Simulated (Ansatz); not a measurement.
Crystal: InSb3.

```
CELL_PARAMETERS angstrom
4.80637 0.00000 0.00000
0.00000 4.80637 0.00000
0.00000 0.00000 4.80637
ATOMIC_POSITIONS crystal
Sb 0.50000 0.50000 0.00000
Sb 0.00000 0.50000 0.50000
Sb 0.50000 0.00000 0.50000
In 0.00000 0.00000 0.00000
```

The cell comes from a database or a generator and needn't be the stable form of this composition.

```yaml
Program: Ansatz 0.2.0
Task: single point
Functional: PBEsol
Potentials_or_basis: Ansatz PAW
Cutoff: "420 eV (not typed: the program's choice for these potentials)"
k_mesh: 6 × 6 × 6
Occupations: fermi-dirac, width 0.05 eV
Spin: no spin polarisation
```

On this cell: pressure -2.7 GPa; largest force zero by symmetry; band gap on the k mesh none (metal or under the smearing width).

The same run follows on a disturbed copy (atoms moved at random, drawn with an rms of 0.05 Å):

```
CELL_PARAMETERS angstrom
4.80637 0.00000 0.00000
0.00000 4.80637 0.00000
0.00000 0.00000 4.80637
ATOMIC_POSITIONS crystal
Sb 0.51050 0.48869 0.99375
Sb 0.00030 0.50846 0.50419
Sb 0.50096 0.99871 0.50049
In 0.99574 0.99724 0.00411
```

Question: What changes?

Answer: The energy (extrapolated to zero smearing) moves by -0.1 meV/atom; pressure -2.6 GPa; largest force 0.079 eV/Å; band gap on the k mesh none (metal or under the smearing width).

Forces in eV/Å, atoms in the order of the input:
```
Sb  -0.036 -0.031 -0.020
Sb   0.023  0.020  0.007
Sb  -0.063  0.004 -0.005
In   0.076  0.007  0.018
```

Caveats: the PAW data sets come from PBE, with cores solved anew for the run's functional, which leaves a small shift of forces and pressure.
